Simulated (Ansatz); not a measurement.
# Sn3SeS2: the cost of one run

Method: DFT PBE, scalar-relativistic, plane waves, PAW, unless a step names another level, in Ansatz 0.2.0.

2 further runs of the same task are left out: 1 that didn't finish, 1 set aside as unsound or not needed. Runs told in other sessions of the task aren't counted.

### 1 The system as given

Symmetry: P-3m1, No. 164, trigonal system. Conventional cell: a = 4.187 Å, b = 4.187 Å, c = 10.248 Å, α = 90.00°, β = 90.00°, γ = 120.00°. Around Sn (site symmetry 3m) lie 3 S at 2.93 Å and 3 Se at 3.01 Å. Sn (site symmetry -3m) has 6 S at 2.93 Å in its first shell of neighbours. Se (site symmetry -3m) has 6 Sn at 3.01 Å in its first shell of neighbours. S (site symmetry 3m) is surrounded by 6 Sn at 2.93 Å.

Coordinates:

```
CELL_PARAMETERS angstrom
4.18688 0.00000 0.00000
-2.09344 3.62594 0.00000
0.00000 0.00000 10.24820
ATOMIC_POSITIONS crystal
Sn 0.66667 0.33333 0.82429
Sn 0.00000 0.00000 0.50000
Sn 0.33333 0.66667 0.17571
Se 0.00000 0.00000 0.00000
S 0.33333 0.66667 0.66222
S 0.66667 0.33333 0.33778
```

It is the end of an earlier relaxation with the same method, from a generated guess; it is a trial structure. At a tolerance of 0.02 Å it has space group P-3m1 (No. 164); it has 25.93 Å³/atom, an uncorrected energy of -0.42 eV/atom over the elements and, on its mesh, gap 0.42 eV.

### 2 Band edges anywhere in the zone

Input file input.yaml:

```yaml
crystal:
  lattice:
    - [4.1868804063, 0.0, 0.0]
    - [-2.0934402032, 3.6259447945, 0.0]
    - [0.0, 0.0, 10.2482033]
  atoms:
    - { symbol: Sn, position: [0.6666666667, 0.3333333333, 0.824287] }
    - { symbol: Sn, position: [0.0, 0.0, 0.5] }
    - { symbol: Sn, position: [0.3333333333, 0.6666666667, 0.175713] }
    - { symbol: Se, position: [0.0, 0.0, 0.0] }
    - { symbol: S, position: [0.3333333333, 0.6666666667, 0.662219] }
    - { symbol: S, position: [0.6666666667, 0.3333333333, 0.337781] }
basis:
  ecutwfc: 420
kpoints:
  mp_grid: { grid: [12, 12, 4] }
  band_path: { path: [VBM, CBM], npoints: 2 }
hamiltonian:
  xc: pbe
scf:
  occupations: { method: gaussian, width: 0.02 }
output:
  forces: false
  stress: false
  eigenvalues: true
checkpoint:
  read: start.run
  write: ck
  compress: false
  write_wavefunctions: false
  write_every: 100000
```

Launch:

```sh
ansatz run input.yaml --threads 4 --pin off --max-ram 8192MiB --backend cpu --events-out ev --progress --plain --runs-dir out
```

Q: Estimate wall time and peak memory on 4 threads of Intel Xeon 6975P-C (Granite Rapids), shared host.

About 18 s, with a peak of 0.73 GiB.
